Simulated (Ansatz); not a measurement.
What does this script print? It uses the Python package of Ansatz (0.2.0).

`clge3h6_scan.py`
```python
"""Potential curve of ClGe3H6 along one bond."""

import ansatz as az
import numpy as np


def main() -> None:
    clge3h6 = (
        az.Crystal.molecule()
        .atom("Cl", (2.9363, 0.8214, -0.9581))
        .atom("Ge", (2.1471, -0.2187, 0.7689))
        .atom("Ge", (0.0019, -1.127, 0.2238))
        .atom("Ge", (-1.4275, 0.6429, -0.5171))
        .atom("H", (1.993, 0.7818, 1.9426))
        .atom("H", (-0.6116, -1.8011, 1.4775))
        .atom("H", (0.157, -2.1727, -0.9097))
        .atom("H", (-2.817, 0.0647, -0.888))
        .atom("H", (-0.7965, 1.3228, -1.7589))
        .atom("H", (-1.5827, 1.6858, 0.6189))
    )

    symbols = [site.symbol for site in clge3h6.cartesian_sites]
    start = np.array([site.position_ang for site in clge3h6.cartesian_sites])
    axis = (start[0] - start[1]) / np.linalg.norm(start[0] - start[1])
    moving = [0]
    lengths, energies = [1.84, 1.99, 2.16, 2.38, 2.71, 3.25, 3.9, 4.76], []
    for length in lengths:
        xyz = start.copy()
        xyz[moving] += (length - np.linalg.norm(start[0] - start[1])) * axis
        point = az.Crystal.molecule()
        for symbol, place in zip(symbols, xyz):
            point = point.atom(symbol, place.tolist())
        calc = (
            point.calculation()
            .basis(gaussian="def2-SVP")
            .functional("r2scan")
            .spin("collinear", total=1)
            .accuracy("medium")  # preset for grids and thresholds
        )
        summary = calc.run().report
        energies.append(summary["free_energy_ev"])
        print(f"r = {length:6.3f} A  E = {energies[-1]:.5f} eV  <S^2> = {abs(summary['mean_field']['state']['spin_squared']):.3f}")

    print("energy above the lowest point (eV):", [round(e - min(energies), 3) for e in energies])


if __name__ == "__main__":
    main()
```

```console
$ python clge3h6_scan.py
r =  1.840 A  E = -182147.82645 eV  <S^2> = 0.753
r =  1.990 A  E = -182148.95208 eV  <S^2> = 0.753
r =  2.160 A  E = -182149.31671 eV  <S^2> = 0.753
r =  2.380 A  E = -182149.10424 eV  <S^2> = 0.754
r =  2.710 A  E = -182148.30761 eV  <S^2> = 0.755
r =  3.250 A  E = -182147.04349 eV  <S^2> = 0.778
r =  3.900 A  E = -182146.22213 eV  <S^2> = 0.917
r =  4.760 A  E = -182145.86454 eV  <S^2> = 0.955
energy above the lowest point (eV): [1.49, 0.365, 0.0, 0.212, 1.009, 2.273, 3.095, 3.452]
```

Notes:
- The settings weren't tested for convergence.
- The rest of the molecule is held rigid at a force-field or estimated start geometry, and the basis set is modest; single-reference methods fail as a bond breaks.
- The run takes the species as open-shell (spin multiplicity 2), which needn't be its ground state.
- The expectation value of S² is noticeably off S(S+1) in at least one run, so that state is spin-contaminated.
- Hardware and time: 8 min on 1 thread of Arm Neoverse V1 (shared host), peak memory 0.54 GiB.
